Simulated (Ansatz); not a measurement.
# GaBN (doublet): wave-function methods side by side at distance N2–Ga3 = 1.527 Å, cc-pVDZ

How much of the correlation energy of GaBN (doublet) does each wave-function method recover here?

Computed with Ansatz 0.2.0, Gaussian basis. Level: cc-pVDZ, core rule «outside noble gas», up to 16 orbitals frozen.

The runs, in order: UHF; CCSD(T) on ROHF; CCSD(T) on UHF; BCCD(T) on ROHF; CISD; CCSDT(Q) on ROHF; CCSDT(Q) on UHF; CASSCF and MRCISD+Q, 3 electrons in 3 orbitals; CASSCF and NEVPT2, 3 electrons in 3 orbitals; CASSCF and NEVPT2, 9 electrons in 11 orbitals.

30 further runs of the same task are left out: 1 for a known fault of the program, 1 for a mislabelled method, 25 that didn't finish, 3 set aside as unsound or not needed.

## Step 1: The geometry

The geometry derives from a PBE0/def2-TZVP stationary point (not a proven minimum). One bond is set to the value named and the two fragments are kept rigid. No spin-orbit coupling is included. The filled d shell of Ga may be among the frozen orbitals whatever the setting's name suggests; the logs give the count.

3 atoms, charge 0, spin multiplicity 2.

Atoms are counted from 1 here; the program's logs count them from 0.

Bond lengths: B1–N2 1.262 Å, N2–Ga3 1.527 Å. Angles: B1–N2–Ga3 180.0°.

## Step 2: UHF

The input, in.yaml:

```yaml
crystal:
  periodic: [false, false, false]
  atoms:
    - {symbol: B, position_ang: [0.000000, 0.000000, -1.350333]}
    - {symbol: N, position_ang: [0.000000, 0.000000, -0.088333]}
    - {symbol: Ga, position_ang: [0.000000, 0.000000, 1.438667]}
basis:
  gaussian: {orbitals: cc-pVDZ}
magnetization: {spin_polarized: true, initial_magnetization: 1}
hamiltonian: {xc: hf}
output: {orbitals: {seedname: orbitals}}
```

Command:

```console
ansatz run in.yaml --threads 1 --pin off --events-out ev --progress --plain --max-ram 2393MiB
```

After this run come: CCSD(T) on ROHF; CCSD(T) on UHF; BCCD(T) on ROHF; CISD; CCSDT(Q) on ROHF; CCSDT(Q) on UHF; CASSCF and MRCISD+Q, 3 electrons in 3 orbitals; CASSCF and NEVPT2, 3 electrons in 3 orbitals; CASSCF and NEVPT2, 9 electrons in 11 orbitals.

Q: Predict the results of all the runs planned. Wanted: UCCSDT(Q) below the RHF energy; RMP2 from UCCSDT(Q); UMP2 from UCCSDT(Q); RCCSD from UCCSDT(Q); RCCSD(T) from UCCSDT(Q); UCCSD(T) from UCCSDT(Q); RCCSDT(Q) from UCCSDT(Q); NEVPT2 pair from UCCSDT(Q); MRCISD+Q pair from UCCSDT(Q).

The runs gave:

```
                         quantity                      value
   UCCSDT(Q) below the RHF energy                 -7.7373 eV
              RMP2 from UCCSDT(Q)               +88.5 kJ/mol
              UMP2 from UCCSDT(Q)               +88.2 kJ/mol
             RCCSD from UCCSDT(Q)               +38.9 kJ/mol
          RCCSD(T) from UCCSDT(Q)                +7.2 kJ/mol
          UCCSD(T) from UCCSDT(Q)                +7.6 kJ/mol
         RCCSDT(Q) from UCCSDT(Q)                +1.4 kJ/mol
       NEVPT2 pair from UCCSDT(Q)               +82.3 kJ/mol
     MRCISD+Q pair from UCCSDT(Q)               +23.2 kJ/mol
    NEVPT2 valence from UCCSDT(Q)               +78.5 kJ/mol
levels within 1 kcal/mol (43 meV)  RCCSDT, UCCSDT, RCCSDT(Q)
                    T1 diagnostic                      0.042
   effectively unpaired electrons                       1.09
```

**Reading.** RCCSD(T) misses by +7.2 kJ/mol, 1.0 % of the correlation energy. The occupations are near whole numbers, but T1 = 0.042 shows that the orbitals relax strongly. Of the multireference levels listed MRCISD+Q pair comes nearest in total energy (+23.2 kJ/mol), which doesn't show that its space is the better one. These misses are within one basis, not against nature; the frozen cores of restricted and unrestricted runs differ, which can shift their rows.
